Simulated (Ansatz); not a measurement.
# CH8AlNSi2: the cost of one run

Computed with Ansatz 0.2.0, Gaussian basis. Level: functionals in def2-TZVPP, the program's frozen cores in correlated methods.

Plan: PBE-D4, r2SCAN-D4, PBE0-D4, B3LYP-D4, ωB97X-V, ωB97M-V, B2PLYP; CCSD(T)/def2-TZVPP; MP2/def2-QZVPP; extrapolation to the limit.

## Step 1: The relaxed structure

All runs share one geometry, relaxed beforehand with PBE0-D4 in a triple-zeta def2 set.

SMILES `[AlH2][SiH]1CN1[SiH3]`, 13 atoms, charge 0, spin multiplicity 1.

Atoms are counted from 1 here; the program's logs count them from 0.

Bond lengths: Al1–Si2 2.458 Å, Al1–H6 1.587 Å, Al1–H7 1.588 Å, Si2–C3 1.852 Å, Si2–N4 1.803 Å, Si2–H8 1.488 Å, C3–N4 1.479 Å, C3–H9 1.090 Å, C3–H10 1.087 Å, N4–Si5 1.694 Å, Si5–H11 1.478 Å, Si5–H12 1.485 Å, Si5–H13 1.571 Å. Angles: Si2–Al1–H6 119.3°, Si2–Al1–H7 117.5°, H6–Al1–H7 121.7°, Al1–Si2–C3 112.4°, Al1–Si2–N4 102.3°, Al1–Si2–H8 132.2°, C3–Si2–N4 47.7°, C3–Si2–H8 115.2°, N4–Si2–H8 112.5°, Si2–C3–N4 64.4°, Si2–C3–H9 120.9°, Si2–C3–H10 118.9°, N4–C3–H9 118.0°, N4–C3–H10 112.6°, H9–C3–H10 113.0°, Si2–N4–C3 67.9°, Si2–N4–Si5 110.9°, C3–N4–Si5 121.3° and more.

As a file:

```xyz
13
charge 0, multiplicity 1
Al   -1.2769    1.4353   -0.7145
Si   -0.6827    0.1617    1.3024
C     1.1430   -0.1135    1.4522
N     0.4110   -1.1117    0.6436
Si    0.4404   -1.0669   -1.0497
H    -0.6105    2.8549   -0.9612
H    -2.5454    0.9529   -1.5392
H    -1.4927   -0.3238    2.4529
H     1.8516    0.5378    0.9412
H     1.5381   -0.5313    2.3746
H    -0.6002   -1.9385   -1.6336
H     1.7756   -1.2549   -1.6712
H     0.0691    0.3632   -1.5828
```

## Step 2: PBE-D4 (GGA)

The input, in.yaml:

```yaml
crystal:
  periodic: [false, false, false]
  atoms:
    - {symbol: Al, position_ang: [-1.276910, 1.435291, -0.714494]}
    - {symbol: Si, position_ang: [-0.682683, 0.161677, 1.302376]}
    - {symbol: C, position_ang: [1.143037, -0.113489, 1.452234]}
    - {symbol: N, position_ang: [0.411016, -1.111713, 0.643620]}
    - {symbol: Si, position_ang: [0.440403, -1.066932, -1.049705]}
    - {symbol: H, position_ang: [-0.610533, 2.854868, -0.961226]}
    - {symbol: H, position_ang: [-2.545382, 0.952906, -1.539200]}
    - {symbol: H, position_ang: [-1.492702, -0.323788, 2.452855]}
    - {symbol: H, position_ang: [1.851550, 0.537788, 0.941219]}
    - {symbol: H, position_ang: [1.538150, -0.531319, 2.374644]}
    - {symbol: H, position_ang: [-0.600153, -1.938459, -1.633631]}
    - {symbol: H, position_ang: [1.775591, -1.254906, -1.671235]}
    - {symbol: H, position_ang: [0.069113, 0.363174, -1.582757]}
basis:
  gaussian: {orbitals: def2-TZVPP}
hamiltonian: {xc: pbe, dispersion: d4}
output: {forces: true, orbitals: {seedname: orbitals}}
```

Launch:

```
ansatz run in.yaml --threads 4 --pin off --events-out ev --progress --plain --max-ram 10444MiB
```

Q: Estimate wall time and peak memory on 4 threads of Arm Neoverse V2, shared host.

About 3.2 s, with a peak of 0.5 GiB.
